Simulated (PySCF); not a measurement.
# FGaH₅N: NMR shifts at several levels of theory, part 1 of 2

How much do the NMR shifts of FGaH₅N (`[NH3+][GaH2-][F]`) depend on the level of theory, and what does each level cost?

Computed with PySCF 2.14.0, with density-fitted response routines of our own, on a single molecule in the gas phase. Atoms are numbered from 0 throughout.

## 1. Starting geometry

8 atoms, charge 0, multiplicity 1; geometry from: PBE0-D3(BJ)/def2-SVP.

Bonds of the start (Å): N0–Ga1 2.13, Ga1–F2 1.79, N0–H3 1.02, N0–H4 1.02, N0–H5 1.02, Ga1–H6 1.57, Ga1–H7 1.57.

## 2. Nuclear shieldings: HF/pcSseg-2

The job: settings as JSON, then the geometry in Å.

```
{"job": {"kind": "nmr", "xc": "HF", "basis": "pcSseg-2", "pop": false}, "charge": 0, "multiplicity": 1}
N      1.023293     0.027329     0.030334
Ga    -1.098965    -0.185098     0.028253
F     -1.281326     1.398997    -0.780742
H      1.553972    -0.734951     0.451133
H      1.336172     0.139630    -0.934388
H      1.256967     0.889097     0.524321
H     -1.431822    -0.143753     1.566303
H     -1.303373    -1.410860    -0.938069
```

Method: GIAO HF/pcSseg-2 NMR shielding, non-relativistic, gas phase.

Started as:

```bash
$ OMP_NUM_THREADS=1 python probes_run.py task.json out
```

One launch serves the whole session: the jobs run in the order shown.

Output:

```text
final grid: 62752 points
cycle   1  E = -2080.1011040486  dE = -8.429e-01  |g| = 8.008e-01  |ddm| = 1.720e+00
cycle   2  E = -2080.1586096155  dE = -5.751e-02  |g| = 6.229e-01  |ddm| = 5.053e-01
cycle   3  E = -2080.1956349903  dE = -3.703e-02  |g| = 5.405e-02  |ddm| = 1.877e-01
cycle   4  E = -2080.1964553355  dE = -8.203e-04  |g| = 2.720e-02  |ddm| = 5.800e-02
cycle   5  E = -2080.1965473037  dE = -9.197e-05  |g| = 5.864e-03  |ddm| = 1.350e-02
cycle   6  E = -2080.1965589270  dE = -1.162e-05  |g| = 1.236e-03  |ddm| = 7.208e-03
cycle   7  E = -2080.1965597350  dE = -8.080e-07  |g| = 4.122e-04  |ddm| = 1.845e-03
cycle   8  E = -2080.1965598104  dE = -7.545e-08  |g| = 1.498e-04  |ddm| = 4.731e-04
cycle   9  E = -2080.1965598202  dE = -9.737e-09  |g| = 2.827e-05  |ddm| = 1.588e-04
cycle  10  E = -2080.1965598206  dE = -4.025e-10  |g| = 6.115e-06  |ddm| = 3.975e-05
converged SCF energy = -2080.1965598206

GIAO shielding tensors (ppm)
atom      isotropic    diamagn.    paramagn.     s11        s22        s33       span
  0 N      241.660     306.789     -65.129    234.130    235.756    255.095     20.965
  1 Ga    1701.633    2635.298    -933.665   1518.584   1680.761   1905.556    386.972
  2 F      439.209     471.636     -32.427    396.941    421.683    499.002    102.061
  3 H       29.963      28.949       1.014     23.683     24.604     41.602     17.919
  4 H       29.388      29.150       0.238     22.923     25.490     39.751     16.829
  5 H       29.388      29.170       0.218     22.917     25.513     39.735     16.818
  6 H       27.606      28.412      -0.806     21.896     22.672     38.252     16.357
  7 H       27.605      28.404      -0.799     21.892     22.670     38.251     16.359
```

Run time: 6.5 s. Hardware: 1 thread of Arm Neoverse V2, shared host; peak memory 0.86 GiB.

The references, computed at this level on geometries of the same kind, shield at (ppm): ¹H TMS 31.68, ¹⁹F CFCl3 245.3, ¹⁵N NH3 260.7, ⁷¹Ga GaH4- 1831. Their shielding less the atom's gives the shift. The references are single molecules in the gas phase, so shifts against H2O, NH3, PH3, H3PO4 or CFCl3 are not on the usual liquid scales and can be off by tens of ppm. Shifts against hydride references such as AlH4− lie on their own scale. Atoms listed in one row are averaged.

```
     atoms                                     environment  σ (ppm)  δ (ppm)
    H6, H7                 hydrogen on a Ga bonded to F, N    27.61     4.08
H3, H4, H5  hydrogen on a donor nitrogen of a Lewis adduct    29.58     2.10
        N0                donor nitrogen of a Lewis adduct    241.7     19.1
       Ga1                          Ga bonded to F, N, 2 H     1702      129
        F2                           fluorine bonded to Ga    439.2   -193.9
```

## 3. Shielding tensors: LDA/pcSseg-2

The job, as its differences from that of step 2:

```diff
@@ -1,2 +1,2 @@
-{"job": {"kind": "nmr", "xc": "HF", "basis": "pcSseg-2", "pop": false}, "charge": 0, "multiplicity": 1}
+{"job": {"kind": "nmr", "xc": "LDA", "basis": "pcSseg-2", "pop": false}, "charge": 0, "multiplicity": 1}
 N      1.023293     0.027329     0.030334
```

Level: GIAO LDA/pcSseg-2 NMR shielding, non-relativistic, gas phase.

Output:

```text
coarse grid: 30200 points
cycle   1  E = -2078.2995531709  dE = -5.176e-01  |g| = 1.671e+00  |ddm| = 1.858e+00
cycle   2  E = -2077.0617534769  dE =  1.238e+00  |g| = 3.486e+00  |ddm| = 2.005e+00
cycle   3  E = -2078.4136519934  dE = -1.352e+00  |g| = 8.047e-01  |ddm| = 1.839e+00
cycle   4  E = -2078.5079564462  dE = -9.430e-02  |g| = 1.530e-01  |ddm| = 3.687e-01
cycle   5  E = -2078.5097772517  dE = -1.821e-03  |g| = 5.044e-02  |ddm| = 8.074e-02
cycle   6  E = -2078.5102414795  dE = -4.642e-04  |g| = 2.230e-02  |ddm| = 3.494e-02
cycle   7  E = -2078.5103284220  dE = -8.694e-05  |g| = 6.086e-03  |ddm| = 9.747e-03
cycle   8  E = -2078.5103347251  dE = -6.303e-06  |g| = 7.135e-04  |ddm| = 3.928e-03
final grid: 62752 points
cycle   9  E = -2078.5102792597  dE = -1.256e-07  |g| = 1.618e-03  |ddm| = 1.976e-03
cycle  10  E = -2078.5102774263  dE =  1.833e-06  |g| = 3.937e-03  |ddm| = 2.327e-03
cycle  11  E = -2078.5102796433  dE = -2.217e-06  |g| = 1.012e-04  |ddm| = 1.633e-03
cycle  12  E = -2078.5102796461  dE = -2.784e-09  |g| = 5.288e-05  |ddm| = 1.245e-04
cycle  13  E = -2078.5102796463  dE = -2.037e-10  |g| = 3.302e-06  |ddm| = 1.469e-05
converged SCF energy = -2078.5102796463

GIAO shielding tensors (ppm)
atom      isotropic    diamagn.    paramagn.     s11        s22        s33       span
  0 N      232.200     307.540     -75.340    220.926    227.152    248.520     27.595
  1 Ga    1373.768    2637.479   -1263.711   1168.312   1387.822   1565.171    396.859
  2 F      366.371     471.150    -104.779    283.203    347.509    468.401    185.198
  3 H       29.420      28.727       0.693     23.281     24.432     40.548     17.267
  4 H       28.929      28.962      -0.033     22.901     25.446     38.440     15.539
  5 H       28.934      28.979      -0.045     22.906     25.470     38.426     15.521
  6 H       25.436      27.005      -1.569     19.604     20.537     36.167     16.563
  7 H       25.435      26.999      -1.564     19.602     20.537     36.165     16.563
```

Wall time 14 s (1 thread of Arm Neoverse V2, shared host); peak memory 0.86 GiB.

Key values: δ N0 34.5, Ga1 287, F2 -228.1, H6 5.34, H3 1.68 ppm (means over like atoms).

## 4. NMR shieldings: PBE/pcSseg-2

The job, as its differences from that of step 3:

```diff
@@ -1,2 +1,2 @@
-{"job": {"kind": "nmr", "xc": "LDA", "basis": "pcSseg-2", "pop": false}, "charge": 0, "multiplicity": 1}
+{"job": {"kind": "nmr", "xc": "PBE", "basis": "pcSseg-2", "pop": false}, "charge": 0, "multiplicity": 1}
 N      1.023293     0.027329     0.030334
```

With the program's defaults for keys left out, this is: GIAO PBE/pcSseg-2 NMR shielding, non-relativistic, gas phase.

Output:

```text
coarse grid: 30200 points
cycle   1  E = -2081.9701826681  dE = -5.115e-01  |g| = 1.588e+00  |ddm| = 1.848e+00
cycle   2  E = -2080.6186205777  dE =  1.352e+00  |g| = 3.470e+00  |ddm| = 2.267e+00
cycle   3  E = -2082.0807241102  dE = -1.462e+00  |g| = 7.986e-01  |ddm| = 2.114e+00
cycle   4  E = -2082.1731131510  dE = -9.239e-02  |g| = 1.538e-01  |ddm| = 3.819e-01
cycle   5  E = -2082.1750061992  dE = -1.893e-03  |g| = 4.672e-02  |ddm| = 7.605e-02
cycle   6  E = -2082.1754167662  dE = -4.106e-04  |g| = 2.079e-02  |ddm| = 3.280e-02
cycle   7  E = -2082.1754942848  dE = -7.752e-05  |g| = 5.586e-03  |ddm| = 9.328e-03
cycle   8  E = -2082.1754995699  dE = -5.285e-06  |g| = 6.789e-04  |ddm| = 3.431e-03
final grid: 62752 points
cycle   9  E = -2082.1754539609  dE = -1.152e-07  |g| = 1.476e-03  |ddm| = 1.966e-03
cycle  10  E = -2082.1754524203  dE =  1.541e-06  |g| = 3.503e-03  |ddm| = 2.306e-03
cycle  11  E = -2082.1754543105  dE = -1.890e-06  |g| = 1.237e-04  |ddm| = 1.590e-03
cycle  12  E = -2082.1754543134  dE = -2.933e-09  |g| = 2.724e-05  |ddm| = 7.944e-05
cycle  13  E = -2082.1754543135  dE = -6.276e-11  |g| = 6.454e-06  |ddm| = 1.185e-05
converged SCF energy = -2082.1754543135

GIAO shielding tensors (ppm)
atom      isotropic    diamagn.    paramagn.     s11        s22        s33       span
  0 N      228.709     306.451     -77.742    219.921    222.968    243.237     23.316
  1 Ga    1435.992    2637.529   -1201.537   1239.829   1448.504   1619.642    379.812
  2 F      369.560     472.667    -103.108    288.887    358.883    460.909    172.022
  3 H       29.802      28.968       0.834     23.887     24.967     40.553     16.666
  4 H       29.376      29.204       0.172     23.573     25.988     38.566     14.993
  5 H       29.379      29.222       0.158     23.575     26.012     38.551     14.975
  6 H       26.189      27.803      -1.614     20.382     21.299     36.885     16.503
  7 H       26.187      27.795      -1.608     20.380     21.299     36.883     16.503
```

It took 16 s on 1 thread of Arm Neoverse V2, shared host; peak memory 0.81 GiB.

Key values: δ N0 32.3, Ga1 241, F2 -226.6, H6 4.99, H3 1.66 ppm (means over like atoms).

## 5. Nuclear shieldings: BLYP/pcSseg-2

The job, as its differences from that of step 4:

```diff
@@ -1,2 +1,2 @@
-{"job": {"kind": "nmr", "xc": "PBE", "basis": "pcSseg-2", "pop": false}, "charge": 0, "multiplicity": 1}
+{"job": {"kind": "nmr", "xc": "BLYP", "basis": "pcSseg-2", "pop": false}, "charge": 0, "multiplicity": 1}
 N      1.023293     0.027329     0.030334
```

Level: GIAO BLYP/pcSseg-2 NMR shielding, non-relativistic, gas phase.

Output:

```text
coarse grid: 30200 points
cycle   1  E = -2082.4569012600  dE = -4.877e-01  |g| = 1.640e+00  |ddm| = 1.857e+00
cycle   2  E = -2080.8559372357  dE =  1.601e+00  |g| = 3.700e+00  |ddm| = 2.554e+00
cycle   3  E = -2082.5676013836  dE = -1.712e+00  |g| = 8.776e-01  |ddm| = 2.406e+00
cycle   4  E = -2082.6774309864  dE = -1.098e-01  |g| = 1.565e-01  |ddm| = 4.114e-01
cycle   5  E = -2082.6792759719  dE = -1.845e-03  |g| = 5.477e-02  |ddm| = 8.473e-02
cycle   6  E = -2082.6798332186  dE = -5.572e-04  |g| = 2.614e-02  |ddm| = 3.738e-02
cycle   7  E = -2082.6799546343  dE = -1.214e-04  |g| = 6.559e-03  |ddm| = 1.166e-02
cycle   8  E = -2082.6799618952  dE = -7.261e-06  |g| = 9.337e-04  |ddm| = 3.951e-03
final grid: 62752 points
cycle   9  E = -2082.6799110647  dE =  1.614e-07  |g| = 2.105e-03  |ddm| = 2.353e-03
cycle  10  E = -2082.6799077750  dE =  3.290e-06  |g| = 5.109e-03  |ddm| = 3.373e-03
cycle  11  E = -2082.6799117688  dE = -3.994e-06  |g| = 1.829e-04  |ddm| = 2.329e-03
cycle  12  E = -2082.6799117745  dE = -5.635e-09  |g| = 5.417e-05  |ddm| = 1.065e-04
cycle  13  E = -2082.6799117747  dE = -2.560e-10  |g| = 2.979e-06  |ddm| = 2.018e-05
converged SCF energy = -2082.6799117747

GIAO shielding tensors (ppm)
atom      isotropic    diamagn.    paramagn.     s11        s22        s33       span
  0 N      223.972     305.290     -81.317    215.255    218.331    238.331     23.076
  1 Ga    1430.094    2636.805   -1206.711   1234.722   1439.689   1615.872    381.149
  2 F      366.888     473.935    -107.047    285.904    358.898    455.863    169.959
  3 H       29.941      29.388       0.553     24.213     25.223     40.385     16.172
  4 H       29.525      29.550      -0.025     23.911     26.237     38.426     14.515
  5 H       29.528      29.564      -0.035     23.913     26.261     38.410     14.498
  6 H       26.408      27.808      -1.400     20.619     21.519     37.085     16.466
  7 H       26.406      27.801      -1.395     20.617     21.519     37.083     16.467
```

It took 16 s on 1 thread of Arm Neoverse V2, shared host; peak memory 0.81 GiB.

This run: δ N0 33.6, Ga1 230, F2 -223.8, H6 4.97, H3 1.71 ppm (means over like atoms).

## 6. Nuclear shieldings: BP86/pcSseg-2

The job, as its differences from that of step 5:

```diff
@@ -1,2 +1,2 @@
-{"job": {"kind": "nmr", "xc": "BLYP", "basis": "pcSseg-2", "pop": false}, "charge": 0, "multiplicity": 1}
+{"job": {"kind": "nmr", "xc": "BP86", "basis": "pcSseg-2", "pop": false}, "charge": 0, "multiplicity": 1}
 N      1.023293     0.027329     0.030334
```

Method: GIAO BP86/pcSseg-2 NMR shielding, non-relativistic, gas phase.

Output:

```text
coarse grid: 30200 points
cycle   1  E = -2082.7015877588  dE = -5.076e-01  |g| = 1.587e+00  |ddm| = 1.844e+00
cycle   2  E = -2081.4381954873  dE =  1.263e+00  |g| = 3.415e+00  |ddm| = 2.078e+00
cycle   3  E = -2082.8210592833  dE = -1.383e+00  |g| = 7.550e-01  |ddm| = 1.908e+00
cycle   4  E = -2082.9041791111  dE = -8.312e-02  |g| = 1.582e-01  |ddm| = 3.615e-01
cycle   5  E = -2082.9062279748  dE = -2.049e-03  |g| = 4.560e-02  |ddm| = 7.507e-02
cycle   6  E = -2082.9066146436  dE = -3.867e-04  |g| = 1.968e-02  |ddm| = 3.197e-02
cycle   7  E = -2082.9066831730  dE = -6.853e-05  |g| = 5.749e-03  |ddm| = 8.639e-03
cycle   8  E = -2082.9066887388  dE = -5.566e-06  |g| = 6.456e-04  |ddm| = 3.288e-03
final grid: 62752 points
cycle   9  E = -2082.9066433870  dE = -1.687e-07  |g| = 1.395e-03  |ddm| = 2.068e-03
cycle  10  E = -2082.9066420429  dE =  1.344e-06  |g| = 3.302e-03  |ddm| = 2.085e-03
cycle  11  E = -2082.9066436936  dE = -1.651e-06  |g| = 1.007e-04  |ddm| = 1.438e-03
cycle  12  E = -2082.9066436959  dE = -2.349e-09  |g| = 9.112e-06  |ddm| = 7.948e-05
cycle  13  E = -2082.9066436959  dE = -1.819e-12  |g| = 8.036e-06  |ddm| = 6.388e-06
converged SCF energy = -2082.9066436959

GIAO shielding tensors (ppm)
atom      isotropic    diamagn.    paramagn.     s11        s22        s33       span
  0 N      228.488     306.829     -78.341    219.933    222.480    243.051     23.118
  1 Ga    1429.423    2637.678   -1208.255   1233.394   1442.975   1611.900    378.506
  2 F      370.963     471.876    -100.913    291.329    360.879    460.681    169.353
  3 H       29.853      29.082       0.771     23.960     25.030     40.568     16.609
  4 H       29.412      29.290       0.122     23.619     26.047     38.570     14.951
  5 H       29.416      29.307       0.109     23.621     26.071     38.555     14.934
  6 H       26.203      27.790      -1.587     20.400     21.321     36.888     16.487
  7 H       26.202      27.783      -1.581     20.398     21.320     36.886     16.488
```

It took 16 s on 1 thread of Arm Neoverse V2, shared host; peak memory 0.81 GiB.

In short: δ N0 30.7, Ga1 235, F2 -227.0, H6 5.03, H3 1.67 ppm (means over like atoms).

## 7. NMR shieldings: OPBE/pcSseg-2

The job, as its differences from that of step 6:

```diff
@@ -1,2 +1,2 @@
-{"job": {"kind": "nmr", "xc": "BP86", "basis": "pcSseg-2", "pop": false}, "charge": 0, "multiplicity": 1}
+{"job": {"kind": "nmr", "xc": "OPBE", "basis": "pcSseg-2", "pop": false}, "charge": 0, "multiplicity": 1}
 N      1.023293     0.027329     0.030334
```

Level: GIAO OPBE/pcSseg-2 NMR shielding, non-relativistic, gas phase.

Output:

```text
coarse grid: 30200 points
cycle   1  E = -2082.9344670592  dE = -5.774e-01  |g| = 1.259e+00  |ddm| = 1.846e+00
cycle   2  E = -2081.7467686463  dE =  1.188e+00  |g| = 2.967e+00  |ddm| = 2.607e+00
cycle   3  E = -2083.0349005720  dE = -1.288e+00  |g| = 5.915e-01  |ddm| = 2.469e+00
cycle   4  E = -2083.0841757130  dE = -4.928e-02  |g| = 1.982e-01  |ddm| = 3.401e-01
cycle   5  E = -2083.0879204388  dE = -3.745e-03  |g| = 3.616e-02  |ddm| = 7.395e-02
cycle   6  E = -2083.0881781738  dE = -2.577e-04  |g| = 1.127e-02  |ddm| = 2.739e-02
cycle   7  E = -2083.0882001843  dE = -2.201e-05  |g| = 5.218e-03  |ddm| = 7.054e-03
cycle   8  E = -2083.0882046790  dE = -4.495e-06  |g| = 6.445e-04  |ddm| = 2.853e-03
final grid: 62752 points
cycle   9  E = -2083.0881811356  dE = -3.737e-07  |g| = 9.335e-04  |ddm| = 2.611e-03
cycle  10  E = -2083.0881808030  dE =  3.326e-07  |g| = 1.704e-03  |ddm| = 1.311e-03
cycle  11  E = -2083.0881812925  dE = -4.895e-07  |g| = 2.091e-04  |ddm| = 8.529e-04
cycle  12  E = -2083.0881812993  dE = -6.739e-09  |g| = 6.385e-05  |ddm| = 1.152e-04
cycle  13  E = -2083.0881812998  dE = -5.639e-10  |g| = 6.843e-06  |ddm| = 3.094e-05
converged SCF energy = -2083.0881812998

GIAO shielding tensors (ppm)
atom      isotropic    diamagn.    paramagn.     s11        s22        s33       span
  0 N      232.891     307.003     -74.111    226.075    226.971    245.628     19.553
  1 Ga    1487.457    2639.577   -1152.120   1295.235   1494.454   1672.682    377.447
  2 F      378.985     473.303     -94.319    303.545    376.928    456.481    152.936
  3 H       29.846      28.400       1.446     23.883     24.943     40.711     16.827
  4 H       29.419      28.679       0.740     23.510     25.949     38.799     15.289
  5 H       29.422      28.702       0.719     23.509     25.973     38.783     15.273
  6 H       26.467      28.353      -1.886     20.688     21.589     37.123     16.435
  7 H       26.465      28.343      -1.878     20.686     21.589     37.121     16.435
```

Run time: 16 s. Hardware: 1 thread of Arm Neoverse V2, shared host; peak memory 0.81 GiB.

This run: δ N0 29.9, Ga1 208, F2 -223.8, H6 4.73, H3 1.64 ppm (means over like atoms).

## 8. Shielding tensors: KT2/pcSseg-2

The job, as its differences from that of step 7:

```diff
@@ -1,2 +1,2 @@
-{"job": {"kind": "nmr", "xc": "OPBE", "basis": "pcSseg-2", "pop": false}, "charge": 0, "multiplicity": 1}
+{"job": {"kind": "nmr", "xc": "KT2", "basis": "pcSseg-2", "pop": false}, "charge": 0, "multiplicity": 1}
 N      1.023293     0.027329     0.030334
```

Level: GIAO KT2/pcSseg-2 NMR shielding, non-relativistic, gas phase.

Output:

```text
coarse grid: 30200 points
cycle   1  E = -2092.7636407351  dE = -5.274e-01  |g| = 1.077e+00  |ddm| = 1.774e+00
cycle   2  E = -2091.0757378685  dE =  1.688e+00  |g| = 3.182e+00  |ddm| = 2.676e+00
cycle   3  E = -2092.8785155067  dE = -1.803e+00  |g| = 4.747e-01  |ddm| = 2.506e+00
cycle   4  E = -2092.9062386192  dE = -2.772e-02  |g| = 2.762e-01  |ddm| = 3.316e-01
cycle   5  E = -2092.9154949352  dE = -9.256e-03  |g| = 4.377e-02  |ddm| = 9.405e-02
cycle   6  E = -2092.9159151204  dE = -4.202e-04  |g| = 1.133e-02  |ddm| = 3.274e-02
cycle   7  E = -2092.9159386855  dE = -2.357e-05  |g| = 4.307e-03  |ddm| = 7.670e-03
cycle   8  E = -2092.9159411364  dE = -2.451e-06  |g| = 1.133e-03  |ddm| = 2.226e-03
final grid: 62752 points
cycle   9  E = -2092.9158612832  dE = -2.827e-07  |g| = 1.786e-03  |ddm| = 2.201e-03
cycle  10  E = -2092.9158599446  dE =  1.339e-06  |g| = 3.119e-03  |ddm| = 2.241e-03
cycle  11  E = -2092.9158619210  dE = -1.976e-06  |g| = 2.495e-04  |ddm| = 1.466e-03
cycle  12  E = -2092.9158619304  dE = -9.380e-09  |g| = 8.329e-05  |ddm| = 1.400e-04
cycle  13  E = -2092.9158619317  dE = -1.251e-09  |g| = 9.940e-06  |ddm| = 5.046e-05
cycle  14  E = -2092.9158619317  dE = -1.546e-11  |g| = 5.885e-06  |ddm| = 5.094e-06
converged SCF energy = -2092.9158619317

GIAO shielding tensors (ppm)
atom      isotropic    diamagn.    paramagn.     s11        s22        s33       span
  0 N      230.463     306.550     -76.087    221.628    224.841    244.921     23.293
  1 Ga    1481.550    2642.544   -1160.994   1292.577   1490.024   1662.049    369.473
  2 F      368.635     472.468    -103.833    284.895    358.360    462.651    177.756
  3 H       29.764      29.155       0.609     23.815     24.915     40.562     16.747
  4 H       29.339      29.335       0.005     23.492     25.925     38.601     15.109
  5 H       29.343      29.350      -0.007     23.495     25.949     38.586     15.091
  6 H       26.231      27.813      -1.582     20.484     21.381     36.829     16.345
  7 H       26.230      27.807      -1.577     20.482     21.381     36.827     16.345
```

Run time: 17 s. Hardware: 1 thread of Arm Neoverse V2, shared host; peak memory 0.81 GiB.

In short: δ N0 29.7, Ga1 238, F2 -232.3, H6 4.95, H3 1.69 ppm (means over like atoms).

## 9. Nuclear shieldings: KT3/pcSseg-2

The job, as its differences from that of step 8:

```diff
@@ -1,2 +1,2 @@
-{"job": {"kind": "nmr", "xc": "KT2", "basis": "pcSseg-2", "pop": false}, "charge": 0, "multiplicity": 1}
+{"job": {"kind": "nmr", "xc": "KT3", "basis": "pcSseg-2", "pop": false}, "charge": 0, "multiplicity": 1}
 N      1.023293     0.027329     0.030334
```

With the program's defaults for keys left out, this is: GIAO KT3/pcSseg-2 NMR shielding, non-relativistic, gas phase.

Output:

```text
coarse grid: 30200 points
cycle   1  E = -2092.0758144042  dE = -5.431e-01  |g| = 1.057e+00  |ddm| = 1.795e+00
cycle   2  E = -2090.1072413022  dE =  1.969e+00  |g| = 3.288e+00  |ddm| = 3.641e+00
cycle   3  E = -2092.1916215100  dE = -2.084e+00  |g| = 4.664e-01  |ddm| = 3.498e+00
cycle   4  E = -2092.2176743232  dE = -2.605e-02  |g| = 3.004e-01  |ddm| = 3.581e-01
cycle   5  E = -2092.2291537228  dE = -1.148e-02  |g| = 4.142e-02  |ddm| = 1.042e-01
cycle   6  E = -2092.2295615071  dE = -4.078e-04  |g| = 1.039e-02  |ddm| = 3.532e-02
cycle   7  E = -2092.2295818965  dE = -2.039e-05  |g| = 3.991e-03  |ddm| = 7.848e-03
cycle   8  E = -2092.2295836606  dE = -1.764e-06  |g| = 1.508e-03  |ddm| = 2.435e-03
final grid: 62752 points
cycle   9  E = -2092.2295261937  dE =  2.307e-07  |g| = 2.495e-03  |ddm| = 2.552e-03
cycle  10  E = -2092.2295237848  dE =  2.409e-06  |g| = 4.258e-03  |ddm| = 3.074e-03
cycle  11  E = -2092.2295274005  dE = -3.616e-06  |g| = 1.514e-04  |ddm| = 1.998e-03
cycle  12  E = -2092.2295274041  dE = -3.663e-09  |g| = 5.640e-05  |ddm| = 9.488e-05
cycle  13  E = -2092.2295274046  dE = -5.016e-10  |g| = 1.291e-05  |ddm| = 3.699e-05
converged SCF energy = -2092.2295274046

GIAO shielding tensors (ppm)
atom      isotropic    diamagn.    paramagn.     s11        s22        s33       span
  0 N      228.820     305.967     -77.147    221.605    223.123    241.731     20.126
  1 Ga    1515.263    2642.040   -1126.777   1328.839   1517.340   1699.609    370.770
  2 F      373.732     474.686    -100.954    294.407    371.809    454.980    160.574
  3 H       29.910      29.055       0.855     24.100     25.116     40.515     16.416
  4 H       29.508      29.244       0.264     23.765     26.116     38.641     14.876
  5 H       29.510      29.261       0.249     23.766     26.141     38.624     14.858
  6 H       26.720      28.329      -1.609     20.995     21.864     37.301     16.305
  7 H       26.719      28.321      -1.602     20.993     21.864     37.299     16.306
```

It took 16 s on 1 thread of Arm Neoverse V2, shared host; peak memory 0.81 GiB.

Key values: δ N0 29.9, Ga1 203, F2 -226.8, H6 4.63, H3 1.71 ppm (means over like atoms).

(Continued in part 2 of 2.)
